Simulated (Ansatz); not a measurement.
# Cd (Cadmium): the cost of one run

Program: Ansatz 0.2.0. Level of theory: DFT LDA, scalar-relativistic, plane waves, PAW. These are calculated values, not measurements.

**1. The structure to begin with**

Symmetry: P6_3/mmc, No. 194, hexagonal system. The conventional cell has a = 2.979 Å, b = 2.979 Å, c = 5.618 Å, α = 90.00°, β = 90.00°, γ = 120.00°. Around Cd (site symmetry -6m2) lie 12 Cd at 2.98 to 3.29 Å.

Structure file:

```
CELL_PARAMETERS angstrom
2.97887 0.00000 0.00000
-1.48944 2.57978 0.00000
0.00000 0.00000 5.61765
ATOMIC_POSITIONS crystal
Cd 0.33333 0.66667 0.25000
Cd 0.66667 0.33333 0.75000
```

Source of the structure: the Crystallography Open Database.

(A quick probe on a coarse mesh, which set the mesh and smearing, is not shown.)

**3. Full relaxation**

Input file input.yaml:

```yaml
crystal:
  lattice:
    - [2.97887, 0.0, 0.0]
    - [-1.489435, 2.5797770946, 0.0]
    - [0.0, 0.0, 5.61765]
  atoms:
    - { symbol: Cd, position: [0.3333333333, 0.6666666667, 0.25] }
    - { symbol: Cd, position: [0.6666666667, 0.3333333333, 0.75] }
basis:
  ecutwfc: 420
kpoints:
  mp_grid: { grid: [18, 18, 8] }
hamiltonian:
  xc: lda
scf:
  occupations: { method: gaussian, width: 0.1 }
output:
  forces: true
  stress: true
  eigenvalues: true
  write_density: true
  write_potential: true
  elf: true
  volumetric_format: npy
relax:
  adjacent_minimum: "off"
  f_tol: 0.005
  max_steps: 80
  cell: { stress_tol: 0.05 }
```

On the command line:

```bash
> ansatz run input.yaml --threads 1 --pin off --max-ram 2560MiB --backend cpu --events-out ev --progress --plain --runs-dir out
```

Q: Estimate wall time and peak memory on 1 thread of Arm Neoverse V1, shared host.

About 52 s, with a peak of 0.41 GiB.
